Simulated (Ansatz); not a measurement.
# Si7AsO16: the cost of one run

Method: DFT, PBE, plane-wave PAW, default files, scalar-relativistic, as far as a step names no other, in Ansatz 0.2.0.

## Step 1: The system as given

The structure is monoclinic, space group C2 (No. 5). The conventional cell has a = 15.607 Å, b = 7.046 Å, c = 7.046 Å, α = 90.00°, β = 116.84°, γ = 90.00°. Around As (site symmetry 2) lie 4 O at 1.60 to 1.61 Å. Si (site symmetry 2) is surrounded by 4 O at 1.60 to 1.61 Å. Around Si (site symmetry 1) lie 4 O at 1.60 to 1.61 Å. O (site symmetry 1) has 1 As at 1.60 Å and 1 Si at 1.61 Å as nearest neighbours. O (site symmetry 1) has 2 Si at 1.60 to 1.61 Å as nearest neighbours. Only part of the 13 independent sites is listed.

As a file:

```xyz
24
Lattice="0.0000 4.9820 6.9630 4.9820 0.0000 6.9630 4.9820 4.9820 0.0000" Properties=species:S:1:pos:R:3 pbc="T T T"
As    1.4895    1.4895    0.0000
Si    6.4715    6.4715    6.9630
Si    5.9835    3.9805    8.7037
Si    5.9835    8.9625    8.7037
Si    3.4925    3.4925    3.4815
Si    8.4745    8.4745   10.4445
Si    3.9805    1.0015    5.2222
Si    3.9805    5.9835    5.2223
O     1.1951    0.5155    1.2403
O     6.1771    5.4975    8.2033
O     1.9755    3.6861    2.9811
O     6.9575    8.6681    9.9441
O     3.7869    4.4665    4.7218
O     8.7689    9.4485   11.6848
O     7.9885    6.2779    6.4626
O     3.0065    6.2779    6.4626
O     3.6861    1.9755    3.9819
O     8.6681    6.9575   10.9449
O     4.4665    3.7869    2.2412
O     4.4665    3.7869    9.2042
O     6.2779    3.0065    7.4634
O     6.2779    7.9885    7.4634
O     5.4975    6.1771    5.7227
O     5.4975    6.1771   12.6857
```

Atom 1 of the input is the impurity.

## Step 2: Single point at the given positions

The input, input.yaml:

```yaml
crystal:
  lattice:
    - [0.0, 4.982, 6.963]
    - [4.982, 0.0, 6.963]
    - [4.982, 4.982, 0.0]
  atoms:
    - { symbol: As, position: [0.0, 0.0, 0.29897], spin: 1.0 }
    - { symbol: Si, position: [0.5, 0.5, 0.79897] }
    - { symbol: Si, position: [0.42397, 0.82603, 0.375] }
    - { symbol: Si, position: [0.92397, 0.32603, 0.875] }
    - { symbol: Si, position: [0.25, 0.25, 0.45103] }
    - { symbol: Si, position: [0.75, 0.75, 0.95103] }
    - { symbol: Si, position: [0.07603, 0.67397, 0.125] }
    - { symbol: Si, position: [0.57603, 0.17397, 0.625] }
    - { symbol: O, position: [0.020855, 0.157275, 0.082615] }
    - { symbol: O, position: [0.520855, 0.657275, 0.582615] }
    - { symbol: O, position: [0.385745, 0.042385, 0.354145] }
    - { symbol: O, position: [0.885745, 0.542385, 0.854145] }
    - { symbol: O, position: [0.407275, 0.270855, 0.489255] }
    - { symbol: O, position: [0.907275, 0.770855, 0.989255] }
    - { symbol: O, position: [0.292385, 0.635745, 0.967725] }
    - { symbol: O, position: [0.792385, 0.135745, 0.467725] }
    - { symbol: O, position: [0.114255, 0.457615, 0.282275] }
    - { symbol: O, position: [0.614255, 0.957615, 0.782275] }
    - { symbol: O, position: [0.092725, 0.229145, 0.667385] }
    - { symbol: O, position: [0.592725, 0.729145, 0.167385] }
    - { symbol: O, position: [0.207615, 0.864255, 0.395855] }
    - { symbol: O, position: [0.707615, 0.364255, 0.895855] }
    - { symbol: O, position: [0.479145, 0.342725, 0.760745] }
    - { symbol: O, position: [0.979145, 0.842725, 0.260745] }
magnetization:
  spin_polarized: true
kpoints:
  mp_grid: { grid: [3, 3, 3] }
scf:
  occupations: { method: fermi_dirac, width: 0.01 }
hamiltonian:
  xc: pbe
  pseudopotentials: { kind: paw }
output:
  forces: true
  stress: true
  populations: true
  efg:
    quadrupole_moments_barn: { As: 0.311, O: -0.02558 }
    contact_densities: true
```

Started as:

```bash
> ansatz run input.yaml --threads 1 --pin off --max-ram 3072MiB --backend cpu --events-out ev --progress --plain --runs-dir out
```

What time and memory should one allow on 1 thread of Arm Neoverse V2, shared host?

About 3 min, with a peak of 0.96 GiB.
